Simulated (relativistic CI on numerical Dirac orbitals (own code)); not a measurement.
# Eu: one ion under different settings

Aim: see what numerical and physical settings do to the SCF, the total energy and the lowest levels of Eu.

Program: relativistic CI on numerical Dirac orbitals (own code) version 3. Level of theory: Dirac-Coulomb-Breit CI, KLI orbitals optimised for each configuration, model QED (radiative potential, 1s self-energy scaled to tabulated hydrogen-like ionisation energies), numerical settings as typed. These are calculated values, not measurements, unless marked.

## Step 1: The atom as given

```
ion            : Eu (Eu I)
nuclear charge : 63
electrons      : 63
isotope        : A = 153
```

## Step 2: Usual settings

Settings, as recorded:

```ini
atom Eu  Z=63  charge=0  electrons=63
nucleus A=153  rms_radius_fm=5.1115
hamiltonian dirac-coulomb  breit=on  qed=on  c_scale=1
orbitals kli  potential=per-configuration
slater_scale 1
correlation none
mixing on
grid step=0.0125 r_max=259.4
scf mixing=0.4 start=green max_iterations=150 tolerance=2e-08 node_fill=0.05
configurations
  [Xe] 4f7 6s2
end
```

Launch:

```sh
> python run_levels.py task.json out
```

The settings of every run stand in task.json; they run in order.

## Step 3: Potential mixing 0.2

Settings: those of step 2 with these lines changed.

```diff
@@ -8,3 +8,3 @@
 grid step=0.0125 r_max=259.4
-scf mixing=0.4 start=green max_iterations=150 tolerance=2e-08 node_fill=0.05
+scf mixing=0.2 start=green max_iterations=150 tolerance=2e-08 node_fill=0.05
 configurations
```

## Step 4: Speed-of-light factor 1.25

Settings, as recorded:

```ini
atom Eu  Z=63  charge=0  electrons=63
nucleus A=153  rms_radius_fm=5.1115
hamiltonian dirac-coulomb  breit=on  qed=on  c_scale=1.25
orbitals kli  potential=per-configuration
slater_scale 1
correlation none
mixing on
grid step=0.0125 r_max=259.4
scf mixing=0.4 start=green max_iterations=150 tolerance=2e-08 node_fill=0.05
configurations
  [Xe] 4f7 6s2
end
```

## Step 5: Slater scale 5

Settings, as recorded:

```ini
atom Eu  Z=63  charge=0  electrons=63
nucleus A=153  rms_radius_fm=5.1115
hamiltonian dirac-coulomb  breit=on  qed=on  c_scale=1
orbitals kli  potential=per-configuration
slater_scale 5
correlation none
mixing on
grid step=0.0125 r_max=259.4
scf mixing=0.4 start=green max_iterations=87 tolerance=2e-08 node_fill=0.05
configurations
  [Xe] 4f7 6s2
end
```

## Step 6: End of the grid 38.91

Settings, as recorded:

```ini
atom Eu  Z=63  charge=0  electrons=63
nucleus A=153  rms_radius_fm=5.1115
hamiltonian dirac-coulomb  breit=on  qed=on  c_scale=1
orbitals kli  potential=per-configuration
slater_scale 1
correlation none
mixing on
grid step=0.0125 r_max=38.91
scf mixing=0.4 start=green max_iterations=98 tolerance=2e-08 node_fill=0.05
configurations
  [Xe] 4f7 6s2
end
```

(Steps that only read results are left out.)

What does the calculation give? Wanted: lowest level, usual settings; total energy; first excitation.

The runs gave:

| setting | total energy less usual (Ha) | largest shift of a level among the lowest eight of both runs, same label and place (cm⁻¹) | SCF iterations | time | lowest level | kind of change |
| --- | --- | --- | --- | --- | --- | --- |
| usual | 0 | 0 | 55 | 0.38 s | 4f7 8S°7/2 | - |
| potential mixing 0.2 | 0 | 0 | 94 | 0.54 s | 4f7 8S°7/2 | numerical |
| speed-of-light factor 1.25 | 158 | 1560 | 18 | 0.21 s | 4f7 8S°7/2 | unphysical constant |
| Slater scale 5 | -1.64 | 145000 | 55 | 0.38 s | 4f7 8S°7/2 | unsound |
| end of the grid 38.91 | 0 | 0 | 53 | 0.36 s | 4f7 8S°7/2 | extreme, harmless here |

| quantity | value |
| --- | --- |
| lowest level, usual settings | 4f7 8S°7/2 |
| total energy | -10830.4471 Ha |
| first excitation | 32816 cm⁻¹ |

What this shows: Among the runs whose levels can be followed, they move most under «Slater scale 5» (unsound), by up to 145000 cm⁻¹. No visible change in the result comes from «potential mixing 0.2» or «end of the grid 38.91». «Potential mixing 0.2» costs 94 SCF iterations against 55. Only the listed configurations are in the model. In a near-neutral ion this small CI can misplace whole configurations by 10,000 cm⁻¹ or more, above all where the count of f electrons changes.
